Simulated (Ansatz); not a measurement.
# YAlGe (Cmcm): the equilibrium volume

Aim: the volume at which the pressure of YAlGe (Cmcm) vanishes.

Program: Ansatz 0.2.0. Level of theory: DFT r²SCAN, scalar-relativistic, plane waves, PAW. These are calculated values, not measurements.

3 further runs of the same task are left out: 2 that didn't finish, 1 set aside as unsound or not needed. Runs told in other sessions of the task aren't counted.

## Step 1: The system as given

Symmetry: Cmcm, No. 63, orthorhombic system. Conventional cell: a = 4.013 Å, b = 10.465 Å, c = 5.743 Å, α = 90.00°, β = 90.00°, γ = 90.00°. Al (site symmetry 2/m) has 4 Ge at 2.70 Å and 2 Al at 2.87 Å in its first shell of neighbours. Around Y (site symmetry m2m) lie 5 Ge at 2.95 to 3.07 Å and 4 Al at 3.17 Å. Around Ge (site symmetry m2m) lie 4 Al at 2.70 Å and 5 Y at 2.95 to 3.07 Å.

Coordinates:

```cif
data_structure
_symmetry_space_group_name_H-M 'Cmcm'
_symmetry_Int_Tables_number 63
_cell_length_a 4.0129
_cell_length_b 10.4646
_cell_length_c 5.7431
_cell_angle_alpha 90.000
_cell_angle_beta 90.000
_cell_angle_gamma 90.000
_cell_volume 241.17
loop_
_atom_site_label
_atom_site_type_symbol
_atom_site_symmetry_multiplicity
_atom_site_Wyckoff_symbol
_atom_site_fract_x
_atom_site_fract_y
_atom_site_fract_z
_atom_site_occupancy
Al1 Al 4 a 0.00000 0.00000 0.00000 1
Y1 Y 4 c 0.00000 0.31025 0.75000 1
Ge1 Ge 4 c 0.50000 0.10386 0.75000 1
```

## Step 2: The first run (r²SCAN, 6×6×4 mesh)

Contents of input.yaml:

```yaml
crystal:
  lattice:
    - [2.0064297315, -5.2323084312, 0.0]
    - [2.0064297315, 5.2323084312, 0.0]
    - [0.0, 0.0, 5.7430913386]
  atoms:
    - { symbol: Al, position: [0.0, 0.0, 0.5] }
    - { symbol: Al, position: [0.0, 0.0, 0.0] }
    - { symbol: "Y", position: [0.689751025, 0.310248975, 0.25] }
    - { symbol: "Y", position: [0.310248975, 0.689751025, 0.75] }
    - { symbol: Ge, position: [0.3961369748, 0.6038630252, 0.25] }
    - { symbol: Ge, position: [0.6038630252, 0.3961369748, 0.75] }
basis:
  ecutwfc: 500
kpoints:
  mp_grid: { grid: [6, 6, 4] }
hamiltonian:
  xc: r2scan
scf:
  occupations: { method: gaussian, width: 0.1 }
output:
  forces: true
  stress: true
  eigenvalues: true
```

Command:

```
$ ansatz run input.yaml --threads 8 --pin off --max-ram 14336MiB --backend cpu --events-out ev --progress --plain --runs-dir out
```

Standard output, shortened:

```text
Warning: RAYON_NUM_THREADS=8 ignored (pool sized by the plan → 8); use --threads N
[...]
Pseudopotentials: kind: paw
Pseudopotential: Al, paw, valence charge 3, recommended cutoff 500 eV (meta_gga), Al.paw.azcp
Pseudopotential: Y, paw, valence charge 11, recommended cutoff 500 eV (meta_gga), Y.paw.azcp
Pseudopotential: Ge, paw, valence charge 14, recommended cutoff 500 eV (meta_gga), Ge.paw.azcp
Functional definition: r2SCAN
[...]
Crystal: 6 atoms, lattice volume = 120.585 Å³
Basis set: ecut = 500 eV, 3073 PW (Γ), exchange–correlation on 180×180×180 points (64 copies of the dense FFT grid, shifted against one another)
Bands: 34, of which v1, the nominal top of the filled ones, is band 28 counted from 1 (27 counted from 0)
Symmetry: 8 space group operations
Space group: Cmcm (ITA 63), of the structure as read, at distance tolerance 4.9e-5 Å
k-points: 39 of 144
[...]
SCF iter   1: F=—  HF=-17410.361876 eV  |F-HF|=—  |Δ(HF+E_count)|=         —  Δρ=6.44e-3  dr2=7.69e-2  dr2_τ=2.30e-2  ethr=1.77e-3  ⟨swp⟩=6.3  Hψ=5316  notcnv=0
[...]
SCF iter   8: F=-17410.467938 eV  HF=-17410.467938 eV  |F-HF|=3.35e-10  |Δ(HF+E_count)|=   8.73e-8  Δρ=2.11e-6  dr2=7.76e-9  dr2_τ=1.69e-10  ethr=1.79e-10  ⟨swp⟩=9.4  Hψ=5321  notcnv=0
[...]
SCF converged after 8 iterations
Free energy (F): -17410.467938 eV
[...]
E sigma→0 (E₀):  -17410.462608 eV
Entropy (-TS):   -0.010661 eV (-1.777 meV/atom)
Fermi energy:    10.896976 eV
[...]
--- Forces (eV/Å), atoms counted from 1 ---
  atom   1  Al     0.00000000     0.00000000     0.00000000
  atom   2  Al     0.00000000     0.00000000     0.00000000
  atom   3  Y      0.00000000    -0.09694720     0.00000000
  atom   4  Y      0.00000000     0.09694720     0.00000000
  atom   5  Ge     0.00000000     0.13041204     0.00000000
  atom   6  Ge     0.00000000    -0.13041204     0.00000000
[...]
--- Stress (GPa, compression-positive) ---
        1.206068       0.000000       0.000000
        0.000000       0.337956       0.000000
        0.000000       0.000000       0.557647
  P = ⅓ Tr σ = 0.7006 GPa (7.006 kbar)
--- Band table (eV; the first three rows and the last of 39) ---
[...]
```

Run time: 3.3 s. Hardware: 8 threads of Arm Neoverse V2, shared host; peak memory 0.99 GiB.

In short: volume 20.097 Å³/atom, pressure 0.70 GPa, no gap.

## Step 3: Relaxing cell and atoms

input.yaml, as its differences from that of step 2:

```diff
@@ -15,3 +15,3 @@
 kpoints:
-  mp_grid: { grid: [6, 6, 4] }
+  mp_grid: { grid: [8, 8, 6] }
 hamiltonian:
@@ -19,3 +19,3 @@
 scf:
-  occupations: { method: gaussian, width: 0.1 }
+  occupations: { method: gaussian, width: 0.05 }
 output:
@@ -24 +24,6 @@
   eigenvalues: true
+relax:
+  adjacent_minimum: "off"
+  f_tol: 0.01
+  max_steps: 50
+  cell: { stress_tol: 0.1 }
```

Command:

```
$ ansatz run input.yaml --threads 8 --pin off --max-ram 14336MiB --backend cpu --events-out ev --progress --plain --runs-dir out
```

Standard output, shortened:

```text
Warning: RAYON_NUM_THREADS=8 ignored (pool sized by the plan → 8); use --threads N
[...]
Pseudopotentials: kind: paw
Pseudopotential: Al, paw, valence charge 3, recommended cutoff 500 eV (meta_gga), Al.paw.azcp
Pseudopotential: Y, paw, valence charge 11, recommended cutoff 500 eV (meta_gga), Y.paw.azcp
Pseudopotential: Ge, paw, valence charge 14, recommended cutoff 500 eV (meta_gga), Ge.paw.azcp
Functional definition: r2SCAN
[...]
Crystal: 6 atoms, lattice volume = 120.585 Å³
Basis set: ecut = 500 eV, 3073 PW (Γ), exchange–correlation on 180×180×180 points (64 copies of the dense FFT grid, shifted against one another)
Bands: 34, of which v1, the nominal top of the filled ones, is band 28 counted from 1 (27 counted from 0)
Symmetry: 8 space group operations
Space group: Cmcm (ITA 63), of the structure as read, at distance tolerance 4.9e-5 Å
k-points: 84 of 384
[...]
  P = ⅓ Tr σ = -0.0047 GPa (-0.047 kbar)
--- Band table (eV; the first three rows and the last of 84) ---
[...]
--- Relaxed structure (3 steps of the walk, 3 accepted, 1 SCFs on fresh bases) ---
  F+E_penalty+E_count = -17410.46621841 eV   max|allowed force component| = 3.497e-3 eV/Å   (the final SCF, on the basis selected at the relaxed cell)
  cell:  # Å, volume = 121.6429 Å³
    - [2.0150678612857695, -5.237185744181949, 0.0]
    - [2.0150678612857695, 5.237185744181949, 0.0]
    - [0.0, 0.0, 5.763270391822963]
  atoms:
    - { symbol: Al, position: [-1.1998488622296638e-35, -1.1998488622296638e-35, 0.49999999999999994] }
    - { symbol: Al, position: [-1.1998488622296638e-35, -1.1998488622296638e-35, -2.1832503906907416e-38] }
    - { symbol: Y, position: [0.6900947988070243, 0.3099052011929757, 0.24999999999999997] }
    - { symbol: Y, position: [0.3099052011929757, 0.6900947988070243, 0.7499999999999999] }
    - { symbol: Ge, position: [0.39543151623782885, 0.6045684837621712, 0.24999999999999997] }
    - { symbol: Ge, position: [0.6045684837621712, 0.39543151623782885, 0.7499999999999999] }
```

It took 22 s on 8 threads of Arm Neoverse V2, shared host; peak memory 1.2 GiB.

The steps of the relaxation:

```csv
step,energy from step 1 (meV/atom),largest force component (eV/Å),pressure (GPa),volume (Å³/atom)
1,0.0,0.078,0.80,20.097
2,-0.3,0.059,-0.48,20.380
3,-0.6,0.004,-0.01,20.274
4,-0.6,0.003,0.00,20.274
```

Step 1 is the start. Step 4 repeats the geometry before it on a plane-wave basis chosen anew for the final cell, which leaves the energy as it was. The run keeps the 8 symmetry operations that it found, so it can't reach a distortion that breaks them.

Read off: volume 20.274 Å³/atom, pressure 0.00 GPa, a metal on this mesh.

## Step 4: The cell, before and after

The cell before and after:

| cell as typed | before | after | change |
| --- | --- | --- | --- |
| a (Å) | 5.604 | 5.611 | +0.1 % |
| b (Å) | 5.604 | 5.611 | +0.1 % |
| c (Å) | 5.743 | 5.763 | +0.4 % |
| γ (°) | 138.04 | 137.91 | -0.13° |
| volume (Å³/atom) | 20.097 | 20.274 | +0.9 % |
| shortest distance (Å) | 2.696 | 2.709 | +0.5 % |
| space group | Cmcm | Cmcm | same |

## Step 5: What came out

```
         quantity                                                                       value
           volume                                                              20.274 Å³/atom
         pressure                                                                    0.00 GPa
conventional cell  a = 4.030 Å, b = 10.474 Å, c = 5.763 Å, α = 90.00°, β = 90.00°, γ = 90.00°
  gap on the mesh                                                                none (metal)
```

Over the 2 runs shown the cell moved from 20.10 to 20.27 Å³/atom, a change of +0.9 %, where the pressure is zero within 0.01 GPa.
